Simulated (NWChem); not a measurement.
# One shape, several levels: singlet [GaH2O2]+

We compute a comparison of 5 runs (HF/3-21G, M06-2X/def2-SVPD, B3LYP/6-31G*, PBE0/def2-SVPD) of singlet [GaH2O2]+. 

The calculation is run with NWChem 7.3.0.

4 further runs of the same task are left out: 1 that didn't finish, 3 set aside as unsound or not needed.

## Step 1: The structure to begin with

The species is [GaH2O2]+ (5 atoms), meant as a singlet with charge +1. As SMILES of the parent species, `[OH][Ga][OH]`. The coordinates come from a PBE0-D4/def2-TZVP relaxation. This is one conformer, not always the lowest. That shape belongs to the parent species and isn't relaxed for this state.

Bond lengths: O1–Ga2 1.804 Å, Ga2–O3 1.795 Å, O1–H4 0.960 Å, O3–H5 0.963 Å. Angles: O1–Ga2–O3 114.9°, Ga2–O1–H4 114.9°, Ga2–O3–H5 111.1°.

## Step 2: The energy at HF/3-21G (run 1)

The input, gah2o2.xyz:

```xyz
5
GaH2O2
O     -0.370600     0.021600    -1.274400
Ga    -0.311700    -0.753800     0.353600
O      0.618200     0.154900     1.591100
H     -0.867400    -0.464600    -1.936500
H      0.981500     0.968200     1.224700
```

The input, gah2o2.nw:

```
start gah2o2
title "GaH2O2"
memory stack 880 mb heap 220 mb global 1100 mb
charge 1

geometry units angstroms noautosym nocenter noautoz
   load gah2o2.xyz
end

basis "ao basis" spherical bse
   O library 3-21G
   Ga library 3-21G
   H library 3-21G
end

scf
   thresh 1e-08
   maxiter 80
end

task scf energy
```

The run is started by

```console
$ nwchem gah2o2.nw > gah2o2.out
```

What it wrote:

```text
[...]
  functions       =    44
[...]
  wavefunction    = RHF
[...]
         Total SCF energy =  -2063.632016471363
      One-electron energy =  -3231.886399083995
      Two-electron energy =    985.823077282806
 Nuclear repulsion energy =    182.431305329826
        Time for solution =      2.9s
[...]
```

It took 3.9 s on 1 thread of AMD EPYC 7R43 (Zen 3), shared host; peak memory 0.094 GiB.

## Step 3: A single-point energy at M06-2X/def2-SVPD (run 2)

The input, geom.nw:

```
start geom
memory total 2200 mb
charge 1

geometry noautosym nocenter noautoz
   O     -0.370600     0.021600    -1.274400
   Ga    -0.311700    -0.753800     0.353600
   O      0.618200     0.154900     1.591100
   H     -0.867400    -0.464600    -1.936500
   H      0.981500     0.968200     1.224700
end

basis spherical bse
   * library def2-SVPD
end

dft
   xc m06-2x
   grid fine
   convergence energy 1e-08
   iterations 100
   mulliken
   print low
end

task dft
```

The run is started by

```console
$ nwchem geom.nw > geom.out
```

What it wrote:

```text
[...]
 d= 0,ls=0.0,diis     1  -2075.3922883211 -2.26D+03  2.90D-02  6.33D+00     3.0
[...]
 d= 0,ls=0.0,diis    12  -2075.7842260594 -1.07D-09  3.31D-07  2.05D-10    26.8
         Total DFT energy =    -2075.784226059352
      One electron energy =    -3242.278912872423
           Coulomb energy =     1076.753520573793
    Exchange-Corr. energy =      -92.690139090548
 Nuclear repulsion energy =      182.431305329826
[...]
      Total Density - Mulliken Population Analysis
     ---------------------------------------------
    Atom       Charge   Shell Charges
 -----------   ------   -------------------------------------------------------
    1 O    8     8.62   1.99  1.10  0.69  0.12  2.79  1.74  0.17  0.01  0.01
    2 Ga  31    29.21   2.00  2.00  1.99  0.82 -0.26  0.05  6.00  5.98  0.56  0.01  8.11  1.81  0.17 -0.03
    3 O    8     8.72   1.99  1.08  0.69  0.17  2.81  1.78  0.17  0.01  0.01
    4 H    1     0.74   0.67  0.02  0.06 -0.01
    5 H    1     0.71   0.66 -0.01  0.06 -0.00
[...]
```

Run time: 28 s. Hardware: 1 thread of AMD EPYC 7R43 (Zen 3), shared host; peak memory 0.11 GiB.

Run 3 isn't shown in full; the table further down has it.

## Step 4: The energy at B3LYP/6-31G(d) (Cartesian functions) (run 4)

The input, gah2o2.nw:

```
start gah2o2
memory total 2200 mb
charge 1
geometry noautosym nocenter noautoz
 O     -0.370600     0.021600    -1.274400
 Ga    -0.311700    -0.753800     0.353600
 O      0.618200     0.154900     1.591100
 H     -0.867400    -0.464600    -1.936500
 H      0.981500     0.968200     1.224700
end
basis
 * library 6-31G*
end
dft
 xc b3lyp
 grid xfine
 convergence energy 1e-08
 iterations 100
 mulliken
end
task dft energy
```

The run is started by

```console
$ nwchem gah2o2.nw > gah2o2.out
```

What it wrote:

```text
[...]
          Wavefunction type:  closed shell.
          No. of atoms     :     5
          No. of electrons :    48
[...]
          Charge           :     1
          Spin multiplicity:     1
[...]
          AO basis - number of functions:    69
[...]
              XC Information
              --------------
                         B3LYP Method XC Potential
                     Hartree-Fock (Exact) Exchange  0.200
                        Slater Exchange Functional  0.800 local
                    Becke 1988 Exchange Functional  0.720 non-local
              Lee-Yang-Parr Correlation Functional  0.810
                  VWN I RPA Correlation Functional  0.190 local
[...]
 d= 0,ls=0.0,diis     1  -2075.5103601871 -2.26D+03  5.41D-02  9.68D+00     2.3
[...]
 d= 0,ls=0.0,diis    12  -2075.9556096751 -3.97D-09  5.19D-07  9.20D-10    23.6
         Total DFT energy =    -2075.955609675118
      One electron energy =    -3241.393239231533
           Coulomb energy =     1075.706541976108
    Exchange-Corr. energy =      -92.700217749518
 Nuclear repulsion energy =      182.431305329826
[...]
      Total Density - Mulliken Population Analysis
     ---------------------------------------------
    Atom       Charge   Shell Charges
 -----------   ------   -------------------------------------------------------
    1 O    8     8.55   1.99  0.93  2.85  0.95  1.79  0.04
    2 Ga  31    29.81   2.00  1.99  6.00  1.95  5.99  1.15  0.76 -0.03  0.04  6.88  2.96  0.12
    3 O    8     8.61   1.99  0.92  2.87  0.96  1.83  0.04
    4 H    1     0.52   0.46  0.06
    5 H    1     0.51   0.45  0.06
[...]
```

Run time: 24 s. Hardware: 1 thread of AMD EPYC 7R43 (Zen 3), shared host; peak memory 0.12 GiB.

## Step 5: A single-point energy at PBE0/def2-SVPD (run 5)

Edit gah2o2.xyz of step 2 so:

```diff
@@ -1,3 +1,3 @@
 5
-GaH2O2
+
 O     -0.370600     0.021600    -1.274400
```

The input, gah2o2.nw:

```
start gah2o2
memory stack 880 mb heap 220 mb global 1100 mb
charge 1

geometry units angstroms noautosym nocenter noautoz
  load gah2o2.xyz
end

basis spherical bse
  * library def2-SVPD
end

dft
  xc pbe0
  grid fine
  convergence energy 1e-08
  iterations 100
  mulliken
end

task dft energy
```

The run is started by

```console
$ nwchem gah2o2.nw > gah2o2.out
```

What it wrote:

```text
[...]
          Wavefunction type:  closed shell.
          No. of atoms     :     5
          No. of electrons :    48
[...]
          Charge           :     1
          Spin multiplicity:     1
[...]
          AO basis - number of functions:   100
[...]
              XC Information
              --------------
                         PBE0 Method XC Functional
                     Hartree-Fock (Exact) Exchange  0.250
          PerdewBurkeErnzerhof Exchange Functional  0.750
            Perdew 1991 LDA Correlation Functional  1.000 local
           PerdewBurkeErnz. Correlation Functional  1.000 non-local
[...]
 d= 0,ls=0.0,diis     1  -2075.0193797877 -2.26D+03  3.41D-02  6.55D+00     2.7
[...]
 d= 0,ls=0.0,diis    11  -2075.4316281803 -3.52D-09  1.08D-06  1.71D-08    20.9
         Total DFT energy =    -2075.431628180327
      One electron energy =    -3241.798583486394
           Coulomb energy =     1076.215774501246
    Exchange-Corr. energy =      -92.280124525005
 Nuclear repulsion energy =      182.431305329826
[...]
      Total Density - Mulliken Population Analysis
     ---------------------------------------------
    Atom       Charge   Shell Charges
 -----------   ------   -------------------------------------------------------
    1 O    8     8.54   1.99  1.11  0.68  0.11  2.78  1.68  0.16  0.01  0.01
    2 Ga  31    29.37   2.00  2.00  1.99  0.94 -0.27  0.06  6.00  5.98  0.59  0.01  8.08  1.84  0.19 -0.03
    3 O    8     8.63   1.99  1.10  0.68  0.15  2.81  1.72  0.16  0.01  0.01
    4 H    1     0.75   0.68  0.01  0.07 -0.01
    5 H    1     0.72   0.67 -0.01  0.07 -0.01
[...]
```

It took 22 s on 1 thread of AMD EPYC 7R43 (Zen 3), shared host; peak memory 0.1 GiB.

## Step 6: The series

```csv
run,level,iteration cap,module,energy (Eh),HOMO energy (eV),LUMO energy (eV),HOMO–LUMO gap (eV),wall time
1,HF/3-21G,80,scf,-2063.632016,-18.74,-7.90,10.84,3.9 s
2,M06-2X/def2-SVPD,100,dft,-2075.784226,–,–,–,28 s
3,B3LYP/6-31G* (spherical functions),100,dft,-2075.945440,-14.88,-11.76,3.13,20 s
4,B3LYP/6-31G* (Cartesian functions),100,dft,-2075.955610,-14.86,-11.69,3.16,24 s
5,PBE0/def2-SVPD,100,dft,-2075.431628,-15.33,-11.46,3.87,22 s
```

## Step 7: Results

| quantity | value |
| --- | --- |
| run 5: total energy | -2075.43163 Eh |
| run 5: HOMO energy | -15.33 eV |
| run 5: LUMO energy | -11.46 eV |
| run 5: HOMO–LUMO gap | 3.87 eV |

**Reading.** Over runs 1, 3, 4, 5 the HOMO–LUMO gap runs from 3.13 eV (B3LYP/6-31G*) to 10.84 eV (HF/3-21G). The two ends differ in method and basis. Totals of different functionals can't be ranked against each other. All runs together took 98 s, the longest 28 s.
